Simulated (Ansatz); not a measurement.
# C₄H₁₂GaN: one species, many methods

One table from this session's results is given with a row withheld; the runs are named, their logs left out.

Computed with Ansatz 0.2.0, Gaussian basis. Level: functionals in def2-TZVPP, the program's frozen cores in correlated methods.

The runs, in order: LDA (SPW92), PBE-D4, revPBE-D4, BLYP-D4, r2SCAN-D4, B97M-V, PBE0-D4, B3LYP-D4, r2SCANh-D4, r2SCAN0-D4, HSE06-D4, BHLYP-D4, CAM-B3LYP-D4, LC-ωPBE, ωB97X-V, ωB97M-V, B2PLYP, PBE-QIDH; CCSD(T)/def2-SVP; CCSD(T)/def2-TZVPP; MP2/def2-QZVPP; extrapolation to the limit; RPA on PBE.

## The geometry

The geometry comes from an earlier relaxation with PBE0-D4 in a triple-zeta def2 set; it is a stationary point, not always the lowest conformer.

SMILES `CC[N](C)[GaH][CH3]`, 18 atoms, charge 0, spin multiplicity 1.

Atoms are counted from 1 here; the program's logs count them from 0.

Bond lengths: C1–C2 1.523 Å, C1–H7 1.093 Å, C1–H8 1.093 Å, C1–H9 1.092 Å, C2–N3 1.445 Å, C2–H10 1.095 Å, C2–H11 1.102 Å, N3–C4 1.441 Å, N3–Ga5 1.828 Å, C4–H12 1.098 Å, C4–H13 1.100 Å, C4–H14 1.092 Å, Ga5–C6 1.964 Å, Ga5–H15 1.567 Å, C6–H16 1.093 Å, C6–H17 1.093 Å, C6–H18 1.091 Å. Angles: C2–C1–H7 110.6°, C2–C1–H8 110.5°, C2–C1–H9 111.8°, H7–C1–H8 108.3°, H7–C1–H9 107.5°, H8–C1–H9 108.0°, C1–C2–N3 114.4°, C1–C2–H10 108.8°, C1–C2–H11 108.9°, N3–C2–H10 108.7°, N3–C2–H11 109.5°, H10–C2–H11 106.2°, C2–N3–C4 114.3°, C2–N3–Ga5 122.7°, C4–N3–Ga5 123.0°, N3–C4–H12 112.9°, N3–C4–H13 111.3°, N3–C4–H14 110.3° and more.

As a file:

```xyz
18

C    -1.2794   -1.5109    0.8145
C    -0.0502   -0.6240    0.9614
N     0.5924   -0.2817   -0.2868
C     1.2801   -1.3782   -0.9204
Ga    0.5343    1.4005   -0.9987
C    -0.4433    2.7756    0.0070
H    -1.7203   -1.7216    1.7924
H    -2.0348   -1.0195    0.1960
H    -1.0347   -2.4686    0.3504
H    -0.3412    0.2997    1.4712
H     0.6749   -1.1248    1.6227
H     0.6035   -2.1873   -1.2266
H     2.0315   -1.8205   -0.2492
H     1.7980   -1.0319   -1.8173
H     1.2982    1.5618   -2.3570
H    -1.4697    2.4562    0.2030
H     0.0353    2.9542    0.9736
H    -0.4749    3.7210   -0.5363
```

The first run:

Input file in.yaml:

```yaml
crystal:
  periodic: [false, false, false]
  atoms:
    - {symbol: C, position_ang: [-1.279354, -1.510866, 0.814546]}
    - {symbol: C, position_ang: [-0.050192, -0.624010, 0.961355]}
    - {symbol: N, position_ang: [0.592381, -0.281746, -0.286826]}
    - {symbol: C, position_ang: [1.280119, -1.378172, -0.920394]}
    - {symbol: Ga, position_ang: [0.534347, 1.400469, -0.998728]}
    - {symbol: C, position_ang: [-0.443262, 2.775587, 0.006961]}
    - {symbol: H, position_ang: [-1.720325, -1.721613, 1.792423]}
    - {symbol: H, position_ang: [-2.034783, -1.019454, 0.195977]}
    - {symbol: H, position_ang: [-1.034708, -2.468600, 0.350372]}
    - {symbol: H, position_ang: [-0.341196, 0.299719, 1.471246]}
    - {symbol: H, position_ang: [0.674935, -1.124779, 1.622690]}
    - {symbol: H, position_ang: [0.603524, -2.187254, -1.226557]}
    - {symbol: H, position_ang: [2.031541, -1.820476, -0.249200]}
    - {symbol: H, position_ang: [1.798030, -1.031914, -1.817267]}
    - {symbol: H, position_ang: [1.298217, 1.561814, -2.356986]}
    - {symbol: H, position_ang: [-1.469679, 2.456176, 0.203011]}
    - {symbol: H, position_ang: [0.035262, 2.954187, 0.973644]}
    - {symbol: H, position_ang: [-0.474856, 3.720952, -0.536267]}
basis:
  gaussian: {orbitals: def2-TZVPP}
hamiltonian: {xc: lda}
output: {orbitals: {seedname: orbitals}}
```

Command:

```bash
$ ansatz run in.yaml --threads 2 --pin off --events-out ev --progress --plain --max-ram 32768MiB --backend cuda --devices 0, --max-vram 18GiB
```

Steps of the session up to this table: LDA; PBE-D4 (GGA); revPBE-D4 (GGA); BLYP-D4 (GGA); r2SCAN-D4 (meta-GGA); B97M-V (meta-GGA); B3LYP-D4 (hybrid); r2SCANh-D4 (hybrid); r2SCAN0-D4 (hybrid); HSE06-D4 (hybrid); BHLYP-D4 (hybrid); CAM-B3LYP-D4 (range-separated); LC-ωPBE (range-separated); ωB97X-V (range-separated); ωB97M-V (range-separated); B2PLYP (double hybrid); PBE-QIDH (double hybrid).

One of the session's tables, all rows but one given; the rest of the session is left out.

It belongs to the step «Frontier levels by functional». 

| functional | HOMO (eV) | gap (eV) |
| --- | --- | --- |
| LDA (SPW92) | -5.13 | 3.70 |
| PBE-D4 | -4.97 | 3.78 |
| revPBE-D4 | -4.90 | 3.82 |
| BLYP-D4 | -4.87 | 3.73 |
| r2SCAN-D4 | -5.16 | 4.22 |
| B97M-V | -5.29 | 4.13 |
| PBE0-D4 | -6.14 | 5.71 |
| B3LYP-D4 | -5.96 | 5.26 |
| r2SCANh-D4 | -5.60 | 4.93 |
| r2SCAN0-D4 | -6.29 | 6.00 |
| HSE06-D4 | -5.74 | 4.94 |
| BHLYP-D4 | -7.28 | 7.56 |
| CAM-B3LYP-D4 | -7.49 | 7.93 |
| LC-ωPBE | -8.78 | 10.39 |
| ωB97X-V | ? | ? |
| ωB97M-V | -8.41 | 9.61 |

Estimate the missing values for ωB97X-V.

As computed: HOMO (eV): -8.48; gap (eV): 9.90. In the column «HOMO (eV)» it lies between LC-ωPBE (-8.78) and ωB97M-V (-8.41).
